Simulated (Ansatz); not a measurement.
# FeNi3 (Pm-3m): equation of state

Aim: the bulk modulus of FeNi3 (Pm-3m) from energies at several volumes around the relaxed one.

Computed with Ansatz 0.2.0 (DFT PBE, scalar-relativistic, plane waves, PAW, unless a step's input says otherwise).

Spin polarisation is switched off on purpose; where the compound carries moments, volume, stiffness and gap are then not the real material's.

### 1 The starting structure

The structure is cubic, space group Pm-3m (No. 221). Conventional cell: a = 3.497 Å, b = 3.497 Å, c = 3.497 Å, α = 90.00°, β = 90.00°, γ = 90.00°. Around Fe (site symmetry m-3m) lie 12 Ni at 2.47 Å. Ni (site symmetry 4/mmm) has 4 Fe at 2.47 Å and 8 Ni at 2.47 Å as nearest neighbours.

Coordinates:

```
Fe Ni
1.0
     3.49743    0.00000    0.00000
     0.00000    3.49743    0.00000
     0.00000    0.00000    3.49743
Fe Ni
1 3
Direct
  0.00000 0.00000 0.00000
  0.00000 0.50000 0.50000
  0.50000 0.00000 0.50000
  0.50000 0.50000 0.00000
```

An earlier run at PBE left this cell at 10.695 Å³/atom and -0.03 GPa (12×12×12 mesh).

Volume factors to run: 0.980, 1.020, 0.960, 1.040.

### 2 Volume × 0.980

input.yaml reads:

```yaml
crystal:
  lattice:
    - [3.4739516859, 0.0, 0.0]
    - [0.0, 3.4739516859, 0.0]
    - [0.0, 0.0, 3.4739516859]
  atoms:
    - { symbol: Fe, position: [0.0, 0.0, 0.0] }
    - { symbol: Ni, position: [0.0, 0.5, 0.5] }
    - { symbol: Ni, position: [0.5, 0.0, 0.5] }
    - { symbol: Ni, position: [0.5, 0.5, 0.0] }
basis:
  ecutwfc: 420
  ecutrho_ratio: 4
kpoints:
  mp_grid: { grid: [12, 12, 12] }
hamiltonian:
  xc: pbe
scf:
  occupations: { method: gaussian, width: 0.05 }
output:
  forces: true
  stress: true
  eigenvalues: true
```

The run is started by

```
$ ansatz run input.yaml --threads 1 --pin off --max-ram 2560MiB --backend cpu --events-out ev --progress --plain --runs-dir out
```

After this run come: Volume × 1.020; At 0.960 of the relaxed volume; Volume × 1.040.

What does the calculation give? Wanted: V0; B0; B0′; scatter of the fit.

The runs gave:

| quantity | value |
| --- | --- |
| V0 | 10.692 Å³/atom |
| B0 | 222 GPa |
| B0′ | 4.8 |
| scatter of the fit | 0.000 meV/atom |

**Reading.** The fitted minimum lies at 10.69 Å³/atom, and the bulk modulus is 222 GPa, a stiff solid. One per cent of compression takes about 2.2 GPa. These are values at 0 K without zero-point motion. Spin polarisation wasn't allowed in this run.
